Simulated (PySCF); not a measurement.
# C2H7BO4Si: runs on many settings, part 2 of 2

PySCF 2.14.0. Atoms count from 0. Earlier steps stand in the parts before.

**6. Spin-spin couplings: PBE/6-31G in methanol**

The job: settings as JSON, then the geometry in Å.

```
{"job": {"kind": "j", "xc": "PBE", "basis": "6-31G", "solvent": "methanol", "scf": {"level_shift": 0.2}}, "charge": 0, "multiplicity": 1}
C      2.847235    -0.143873    -0.198119
C      1.348356    -0.187733    -0.332198
O      0.767606    -0.957270    -1.064970
O      0.742902     0.689209     0.428465
Si    -0.897499     1.110721     0.573712
B     -2.192371    -0.278433     0.006240
O     -3.465961    -0.119542     0.447806
O     -1.940119    -1.343791    -0.782653
H      3.200649     0.836285    -0.510651
H      3.299282    -0.916854    -0.811822
H      3.119144    -0.282597     0.845505
H     -0.831669     1.469757     1.993919
H     -0.901805     2.372338    -0.187437
H     -4.072669    -0.799099     0.143126
H     -1.027494    -1.441131    -1.089802
```

With the program's defaults for keys left out, this is: PBE/6-31G indirect spin-spin coupling, non-relativistic, IEF-PCM methanol.

The program printed:

```text
final grid: 127992 points
cycle   1  E = -694.6587286416  dE =  1.398e+00  |g| = 1.345e+00  |ddm| = 3.714e+00
cycle   2  E = -694.3879070037  dE =  2.708e-01  |g| = 1.880e+00  |ddm| = 2.432e+00
cycle   3  E = -694.9980421304  dE = -6.101e-01  |g| = 4.100e-01  |ddm| = 1.051e+00
cycle   4  E = -695.0308990635  dE = -3.286e-02  |g| = 1.141e-01  |ddm| = 2.975e-01
cycle   5  E = -695.0338291091  dE = -2.930e-03  |g| = 1.715e-02  |ddm| = 1.129e-01
cycle   6  E = -695.0339041250  dE = -7.502e-05  |g| = 1.269e-02  |ddm| = 3.003e-02
cycle   7  E = -695.0339333583  dE = -2.923e-05  |g| = 4.783e-03  |ddm| = 1.119e-02
cycle   8  E = -695.0339377261  dE = -4.368e-06  |g| = 1.432e-03  |ddm| = 4.119e-03
cycle   9  E = -695.0339381788  dE = -4.527e-07  |g| = 3.394e-04  |ddm| = 1.580e-03
cycle  10  E = -695.0339382067  dE = -2.793e-08  |g| = 1.262e-04  |ddm| = 4.519e-04
cycle  11  E = -695.0339382105  dE = -3.775e-09  |g| = 6.182e-05  |ddm| = 1.614e-04
cycle  12  E = -695.0339382106  dE = -1.107e-10  |g| = 6.266e-05  |ddm| = 1.008e-04
cycle  13  E = -695.0339382114  dE = -7.510e-10  |g| = 1.231e-05  |ddm| = 3.760e-05
level shift removed, Fock matrix diagonalised once more
converged SCF energy = -695.0339382114

Indirect spin-spin couplings (Hz)
  i      j    bonds     total        FC       PSO       DSO        SD
  0 C    1 C    1     65.969    67.036    -1.369     0.301         -
  0 C    2 O    2     -3.332    -4.414     1.056     0.026         -
  0 C    3 O    2    -16.794   -17.257     0.474    -0.011         -
  0 C    4 Si   3     -2.356    -2.184    -0.100     0.057    -0.130
  0 C    5 B    4      0.294     0.324     0.020    -0.050     0.001
  0 C    6 O    5     -0.288    -0.305    -0.009     0.026         -
  0 C    7 O    5     -0.295    -0.310    -0.009     0.024         -
  0 C    8 H    1    142.613   140.735     1.077     0.800         -
  0 C    9 H    1    147.023   145.207     1.035     0.780         -
  0 C   10 H    1    143.326   141.458     1.068     0.800         -
  0 C   11 H    4     -0.506    -0.373     0.064    -0.197         -
  0 C   12 H    4     -0.491    -0.368     0.062    -0.185         -
  1 C    2 O    1     23.881    12.813    11.243    -0.176         -
  1 C    3 O    1     25.174    19.204     6.190    -0.219         -
  1 C    4 Si   2      2.824     2.684     0.217     0.031    -0.108
  1 C    5 B    3      1.371     1.426    -0.064     0.022    -0.013
  1 C    8 H    2     -5.903    -6.067     0.012     0.152         -
  1 C    9 H    2     -4.386    -4.236    -0.241     0.091         -
  1 C   10 H    2     -5.734    -5.875    -0.001     0.142         -
  1 C   11 H    3      4.676     5.025     0.005    -0.354         -
  1 C   12 H    3      1.396     1.631    -0.058    -0.177         -
  1 C   13 H    5     -0.294    -0.062     0.030    -0.261         -
  1 C   14 H    5     -0.237    -0.289    -0.099     0.151         -
  2 O    4 Si   3      0.361     0.389    -0.093    -0.001     0.066
  2 O    5 B    4      0.221     0.210     0.042    -0.036     0.005
  2 O    8 H    3     -1.441    -1.805     0.146     0.218         -
  2 O    9 H    3     -0.356    -0.784     0.450    -0.022         -
  2 O   10 H    3     -1.636    -2.026     0.159     0.231         -
  2 O   11 H    4      0.284     0.024     0.067     0.193         -
  2 O   14 H    6      3.367     3.808     0.231    -0.671         -
  3 O    4 Si   1    -27.885   -27.072    -1.901     0.076     1.012
  3 O    5 B    2     -0.262    -0.216     0.023    -0.013    -0.055
  3 O    8 H    3      0.340     0.295     0.094    -0.049         -
  3 O    9 H    3     -6.813    -7.081     0.027     0.242         -
  3 O   10 H    3      0.093     0.059     0.101    -0.066         -
  3 O   11 H    2    -12.886   -12.683    -0.135    -0.068         -
  3 O   12 H    2     -5.838    -5.652    -0.165    -0.021         -
  4 Si   5 B    1   -131.692  -131.032     0.346    -0.191    -0.815
  4 Si   6 O    2     30.675    30.414     0.231     0.007     0.022
  4 Si   7 O    2      0.057    -0.378     0.172    -0.000     0.263
  4 Si   8 H    4      0.503     0.465    -0.079     0.159    -0.042
  4 Si   9 H    4     -1.537    -1.614    -0.125     0.250    -0.049
  4 Si  10 H    4      0.390     0.368    -0.092     0.171    -0.057
  4 Si  11 H    1   -191.323  -192.230     1.672    -0.397    -0.367
  4 Si  12 H    1   -179.510  -180.464     1.722    -0.397    -0.371
  4 Si  13 H    3    -15.354   -15.566    -0.160     0.376    -0.004
  4 Si  14 H    3     -1.721    -1.435    -0.197    -0.098     0.010
  5 B    6 O    1     -4.507    -8.759     4.592    -0.167    -0.173
  5 B    7 O    1     -9.225   -13.910     4.968    -0.177    -0.107
  5 B   11 H    2      4.496     4.641    -0.042    -0.132     0.029
  5 B   12 H    2      6.387     6.486    -0.052    -0.083     0.036
  5 B   13 H    2     -4.622    -2.827    -0.945    -0.790    -0.060
  5 B   14 H    2      1.754     3.393    -1.011    -0.634     0.006
  6 O   11 H    3      1.477     1.468    -0.011     0.020         -
  6 O   12 H    3     -0.320    -0.377    -0.012     0.068         -
  6 O   13 H    1    -66.230   -57.036    -8.645    -0.548         -
  6 O   14 H    3     -1.610    -2.314     0.320     0.383         -
  7 O   11 H    3     -0.536    -0.706     0.000     0.170         -
  7 O   12 H    3     -0.458    -0.613     0.038     0.116         -
  7 O   13 H    3     -0.775    -1.583     0.873    -0.064         -
  7 O   14 H    1    -76.789   -69.526    -6.635    -0.628         -
  8 H    9 H    2    -16.872   -15.505     1.141    -2.508         -
  8 H   10 H    2    -21.704   -20.650     1.225    -2.279         -
  8 H   12 H    5      0.676     0.747    -0.012    -0.059         -
  8 H   13 H    7     -0.612    -0.015     0.250    -0.848         -
  8 H   14 H    7     -0.347     0.013     0.244    -0.604         -
  9 H   10 H    2    -16.374   -14.982     1.135    -2.527         -
  9 H   11 H    5     -0.769    -0.019     0.352    -1.101         -
  9 H   12 H    5     -0.755    -0.104     0.328    -0.979         -
  9 H   13 H    7     -0.470     0.040     0.221    -0.731         -
 10 H   13 H    7     -0.555    -0.016     0.213    -0.751         -
 10 H   14 H    7     -0.256     0.005     0.172    -0.432         -
 11 H   12 H    2     -7.570    -6.203     0.060    -1.427         -
 11 H   13 H    4     -2.239    -0.975     0.394    -1.658         -
 11 H   14 H    4     -0.991     0.109     0.130    -1.230         -
 12 H   13 H    4     -1.495    -0.264     0.370    -1.601         -
 12 H   14 H    4     -0.758    -0.200    -0.001    -0.557         -
 13 H   14 H    4     -2.718    -0.437     0.451    -2.732         -
```

It took 9.6 s on 1 thread of Arm Neoverse V2, shared host; peak memory 0.65 GiB.

This basis has no tight s functions, so the Fermi-contact terms are rough.

A choice of the couplings up to four bonds, sorted by the number of bonds, with means over like pairs; isotopes 11B, 13C, 1H, 17O, 29Si:

```csv
pair,bonds,J (Hz),Fermi contact (Hz),dihedral (°)
Si4–H11,1,-185.4,-186.3,–
C0–H8,1,144.3,142.5,–
Si4–B5,1,-131.7,-131.0,–
O6–H13,1,-71.5,-63.3,–
C0–C1,1,66.0,67.0,–
O3–Si4,1,-27.9,-27.1,–
C1–O3,1,25.2,19.2,–
C1–O2,1,23.9,12.8,–
B5–O6,1,-6.9,-11.3,–
H8–H9,2,-18.3,-17.0,–
C0–O3,2,-16.8,-17.3,–
Si4–O6,2,15.4,15.0,–
O3–H11,2,-9.4,-9.2,–
H11–H12,2,-7.6,-6.2,–
B5–H11,2,5.4,5.6,–
C1–H8,2,-5.3,-5.4,–
C0–O2,2,-3.3,-4.4,–
C1–Si4,2,2.8,2.7,–
Si4–H13,3,-8.5,-8.5,–
C1–H11,3,3.0,3.3,–
C0–Si4,3,-2.4,-2.2,175
O3–H8,3,-2.1,-2.2,–
C1–B5,3,1.4,1.4,24
O6–H14,3,-1.2,-1.9,–
O2–H8,3,-1.1,-1.5,–
H13–H14,4,-2.7,-0.4,–
H11–H13,4,-1.4,-0.3,–
```

The spin-dipole term was solved for some atoms only; pairs without it lack that part.

The response was solved for the nuclei of B, C, H, Si alone, so couplings that need other nuclei can be missing.

Quadrupole couplings from the field gradients of the same density:

```csv
atom,isotope,eQq/h (MHz),η
O2,17O,8.754,0.21
O3,17O,-8.350,0.19
O6,17O,-7.566,0.04
O7,17O,-6.188,0.06
B5,11B,1.968,0.44
```

Shifts (PBE0/pcSseg-1, unscaled) and these couplings together give the proton spectrum at 600 MHz below. Couplings to quadrupolar nuclei are left out.

¹H NMR δ 6.85 (br s, 2H), 5.10 (s, 2H), 2.17 (s, 3H).

**7. Run by run: NMR shifts**

Shifts (ppm) of some atoms, chosen among heavy atoms and hydrogens apart, means over like atoms, with basis size and wall time:

```csv
run,C1,H13,H11,O2,O3,O6,Si4,functions,time
PBE0/pcSseg-1,179.9,6.85,5.10,425.7,193.1,163.7,-28.3,178,20 s
LC-wPBE/pcSseg-1,185.3,6.90,4.98,420.8,185.8,155.7,-21.1,178,32 s
```

**8. Side by side: electronic excitations**

Excitations and ground-state properties, with basis size and wall time:

```csv
run,lowest singlet (eV),brightest (eV),f,gap (eV),α (Å³),μ (D),functions,time
PBE0/def2-SVPD,5.96,7.29,0.027,7.79,11.63,1.49,232,35 s
WP04/def2-SVPD,5.89,5.89,0.001,6.87,10.96,1.48,232,25 s
```

**9. What came out**

What follows sums up all 2 parts.

| quantity | value |
| --- | --- |
| ¹³C shifts against TMS (PBE0/pcSseg-1) | 179.9, 25.3 ppm |
| ¹H shifts against TMS (PBE0/pcSseg-1, means over atoms taken as alike) | 6.85, 5.10, 2.17 ppm |
| ¹⁷O shifts against H2O (PBE0/pcSseg-1, means over atoms taken as alike) | 425.7, 193.1, 163.7 ppm |
| ²⁹Si shifts against TMS (PBE0/pcSseg-1) | -28.3 ppm |
| ¹¹B shifts against BF3·OEt2 (PBE0/pcSseg-1) | 27.3 ppm |
| lowest singlet (PBE0/def2-SVPD) | 5.96 eV (208 nm), f = 0.001 |
| brightest single state of those computed | state 6, 7.29 eV, f = 0.027 |
| lowest triplet | 5.46 eV |
| largest coupling of the table (PBE/6-31G) | ¹J(Si,H) Si4–H11, -185.4 Hz |
| range of the shift of O6 | 155.7 to 163.7 ppm |
| range of the lowest singlet | 5.89 to 5.96 eV |

What this shows: Single values in the summary come from the first run of each kind that ended normally (PBE0/pcSseg-1; PBE0/def2-SVPD; PBE/6-31G), which need not be the best level. At PBE0/pcSseg-1: The largest span, 571 ppm, is at O2, where the paramagnetic term is -495 ppm. The lowest singlet, at 5.96 eV, is HOMO→LUMO+1 0.55, HOMO−1→LUMO+1 0.19 and is dark; of the 6 states computed, the strongest absorption comes from state 6 at 7.29 eV (the last computed, so partners may be missing). The lowest triplet lies 0.50 eV below the lowest singlet (triplets in Tamm-Dancoff, singlets in full TDDFT). In the run at PBE/6-31G, the largest coupling of the table is Si4–H11 (mean over like pairs), -185.4 Hz, of which the Fermi-contact term gives -186.3 Hz. Couplings across rotatable bonds belong to this one conformer; where others are populated, the observed values are averages. Across the 2 runs the shift of O6 (with its like atoms) moves most, between 155.7 (LC-wPBE/pcSseg-1) and 163.7 ppm (PBE0/pcSseg-1). The lowest singlet runs from 5.89 eV (WP04/def2-SVPD) to 5.96 eV (PBE0/def2-SVPD), while the orbital gap spans 6.87 to 7.79 eV: the excitation energy moves far less from run to run than the orbital gap does. The lowest state need not be the same one in every run. The runs solved for a few states only, so the brightest column depends on that window. Couplings from bases without tight functions are rough.
